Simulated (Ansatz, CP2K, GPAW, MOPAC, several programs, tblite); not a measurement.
# BaCaS2: cheap methods against density-functional theory

How much accuracy does each second buy? BaCaS2 is computed with 9 methods, from the cheapest up to r2SCAN.

Method: no spin polarisation, static lattice; gaps from single points on the cell relaxed beforehand with r²SCAN, in MOPAC, tblite, CP2K, GPAW, Ansatz (versions at each run).

### Step 1. Starting point

Symmetry: R-3m, No. 166, trigonal system. The conventional cell has a = 4.275 Å, b = 4.275 Å, c = 21.125 Å, α = 90.00°, β = 90.00°, γ = 120.00°. Around Ca (site symmetry -3m) lie 6 S at 2.92 Å. Around Ba (site symmetry -3m) lie 6 S at 3.15 Å. S (site symmetry 3m) has 3 Ca at 2.92 Å and 3 Ba at 3.15 Å as nearest neighbours.

Coordinates:

```cif
data_structure
_symmetry_space_group_name_H-M 'R-3m:H'
_symmetry_Int_Tables_number 166
_cell_length_a 4.2747
_cell_length_b 4.2747
_cell_length_c 21.1255
_cell_angle_alpha 90.000
_cell_angle_beta 90.000
_cell_angle_gamma 120.000
_cell_volume 334.31
loop_
_atom_site_label
_atom_site_type_symbol
_atom_site_symmetry_multiplicity
_atom_site_Wyckoff_symbol
_atom_site_fract_x
_atom_site_fract_y
_atom_site_fract_z
_atom_site_occupancy
Ca1 Ca 3 a 0.00000 0.00000 0.00000 1
Ba1 Ba 3 b 0.66667 0.33333 0.83333 1
S1 S 6 c 0.33333 0.66667 0.92576 1
```

The structure type (ordered alloy on rocksalt lattice) is imposed and need not be the compound's stable one.

**Question.** The methods are PM7, GFN2-xTB (tblite), PBE/DZVP, PBE/single-zeta, PBE/SZV, coarse PBE, GLLB-SC, PBE, r2SCAN. What gap does r2SCAN give on this cell, and which other methods (full PBE left aside) come nearest to r2SCAN and farthest in gap, volume and bulk modulus?

```
                                               quantity                                              value
                                                 r2SCAN              gap 2.49 eV, 27.86 Å³/atom, B₀ 52 GPa
         gap: nearest and farthest of the other methods  PBE/DZVP (-0.21 eV), GFN2-xTB (tblite) (-2.44 eV)
      volume: nearest and farthest of the other methods             coarse PBE (+0.4 %), PBE/DZVP (+2.4 %)
bulk modulus: nearest and farthest of the other methods                 coarse PBE (-5 %), PBE/DZVP (-6 %)
```

For the gap, of the 7 methods compared (full PBE left aside), PBE/DZVP comes nearest to r2SCAN and GFN2-xTB (tblite) is farthest. For the volume, of the 2 methods compared (full PBE left aside), coarse PBE comes nearest to r2SCAN and PBE/DZVP is farthest. For the bulk modulus, of the 2 methods compared (full PBE left aside), coarse PBE comes nearest to r2SCAN and PBE/DZVP is farthest. A minimal basis or a coarse cutoff and mesh shifts results by its own error, so closeness to r2SCAN can be chance. Cluster runs see only the k-points that fold onto the zone centre, so their gaps can miss the band edges. GLLB-SC is compared with its derivative discontinuity added. No volume is given for PM7, GFN2-xTB (tblite), PBE/single-zeta, PBE/SZV, which can hide a larger miss. CPU times run from 1.6 s (coarse PBE) to 2.3 min (GLLB-SC). On this cell PBE/DZVP, PBE/single-zeta, GLLB-SC cost more than r2SCAN itself (29 s), so they are no saving here. r2SCAN is a yardstick, not the truth: it usually gives gaps below the measured ones. Spin-orbit coupling is left out throughout.
